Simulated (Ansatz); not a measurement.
CoSn: single point with PBE

CoSn:

```
Sn Co
1.0
     5.24604    0.00000    0.00000
    -2.62302    4.54320    0.00000
     0.00000    0.00000    4.18759
Sn Co
3 3
Direct
  0.00000 0.00000 0.00000
  0.33333 0.66667 0.50000
  0.66667 0.33333 0.50000
  0.50000 0.00000 0.00000
  0.50000 0.50000 0.00000
  0.00000 0.50000 0.00000
```

The cell is a database's computed one.

```json
{
 "Program": "Ansatz 0.2.0",
 "Task": "single point",
 "Functional": "PBE",
 "Potentials or basis": "Ansatz PAW",
 "Cutoff": "420 eV (not typed: the program's choice for these potentials)",
 "k mesh": "4 × 4 × 5",
 "Occupations": "fermi-dirac, width 0.05 eV",
 "Spin": "non-collinear spin, random start",
 "Starting moments": "[[0.0, 0.0, 0.0], [0.0, 0.0, 0.0], [0.0, 0.0, 0.0], [0.187, -0.81, -0.117], [-0.076, -0.337, 1.654], [-0.129, -1.55, -0.126]] μB"
}
```

- Pressure: 4.0 GPa
- Band gap on the k mesh: none (metal or under the smearing width)
- Net moment: 0.00 μB per cell
- Absolute moment: 0.00 μB per cell

Stress tensor (GPa, compression positive):
```
3.68 0.00 0.00
0.00 3.68 0.00
0.00 0.00 4.65
```

Levels at points of the mesh, in eV from the Fermi level:
```tsv
k point	band 89	band 90	band 91	band 92	band 93	band 94	band 95	band 96
(0.00, 0.00, 0.00)	-0.35	-0.35	-0.35	-0.35	0.58	0.58	0.71	0.71
(0.00, -0.50, 0.00)	-0.36	-0.36	0.80	0.80	1.09	1.09	1.80	1.80
(-0.50, 0.00, 0.00)	-0.36	-0.36	0.80	0.80	1.09	1.09	1.80	1.80
(-0.50, -0.50, 0.00)	-0.36	-0.36	0.80	0.80	1.09	1.09	1.80	1.80
```

Moments on the atoms (μB; x, y, z):
```
Sn  0.00 0.00 0.00
Sn  0.00 0.00 0.00
Sn  0.00 0.00 0.00
Co  0.00 0.00 0.00
Co  0.00 0.00 0.00
Co  0.00 0.00 0.00
```

It took 89 s on 2 threads of AMD EPYC 7R43 64-Core Processor (Zen 3), on a shared host, peak memory 0.99 GiB.

Caveat: the starting moments collapsed, and a magnetic state may lie lower; the starting moments weren't kept.
